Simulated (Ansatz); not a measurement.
# Si: the cost of one run

Computed with Ansatz 0.2.0 (DFT r2SCAN, scalar-relativistic, plane waves, PAW, unless a step's input says otherwise).

1 further run of the same task is left out (set aside as unsound or not needed).

## 1. The structure to begin with

The structure is orthorhombic, space group Fmmm (No. 69). Conventional cell: a = 4.911 Å, b = 5.375 Å, c = 9.208 Å, α = 90.00°, β = 90.00°, γ = 90.00°. Si (site symmetry m2m) has 8 Si at 2.46 to 2.91 Å in its first shell of neighbours. Around Si (site symmetry mm2) lie 8 Si at 2.50 to 2.81 Å.

Coordinates:

```xyz
8
Lattice="4.6042 -2.4553 0.0000 4.6042 2.4553 0.0000 0.0000 0.0000 5.3753" Properties=species:S:1:pos:R:3 pbc="T T T"
Si    4.6042    0.0001    4.1435
Si    4.6042   -0.0001    1.2318
Si    4.6042    2.4553    1.4559
Si    4.6042   -2.4553    3.9194
Si    6.6774    0.0000    2.6876
Si    2.0732    0.0000    0.0000
Si    2.5309    0.0000    2.6876
Si    7.1351    0.0000    0.0000
```

It goes back to an entry of the Materials Project, which need not be the stable form.

This cell was relaxed beforehand with the same method: volume 15.19 Å³/atom, gap on the mesh none (metal).

## 2. Zero of the scan

The input, input.yaml:

```yaml
crystal:
  lattice:
    - [4.60416431, -2.4553413334, 0.0]
    - [4.60416431, 2.4553413334, 0.0]
    - [0.0, 0.0, 5.3752767651]
  atoms:
    - { symbol: Si, position: [0.499988295, 0.500011705, 0.7708469306] }
    - { symbol: Si, position: [0.500011705, 0.499988295, 0.2291530694] }
    - { symbol: Si, position: [1.1705e-05, 0.999988295, 0.2708469306] }
    - { symbol: Si, position: [0.999988295, 1.1705e-05, 0.7291530694] }
    - { symbol: Si, position: [0.725147063, 0.725147063, 0.5] }
    - { symbol: Si, position: [0.225147063, 0.225147063, 0.0] }
    - { symbol: Si, position: [0.274852937, 0.274852937, 0.5] }
    - { symbol: Si, position: [0.774852937, 0.774852937, 0.0] }
basis:
  ecutwfc: 500
kpoints:
  mp_grid: { grid: [8, 8, 6] }
hamiltonian:
  xc: r2scan
scf:
  occupations: { method: gaussian, width: 0.15 }
output:
  forces: true
  stress: true
  eigenvalues: true
```

On the command line:

```sh
> ansatz run input.yaml --threads 2 --pin off --max-ram 5120MiB --backend cpu --events-out ev --progress --plain --runs-dir out
```

What time and memory should one allow on 2 threads of Intel Xeon 6975P-C (Granite Rapids), shared host?

About 7.6 s, with a peak of 0.81 GiB.
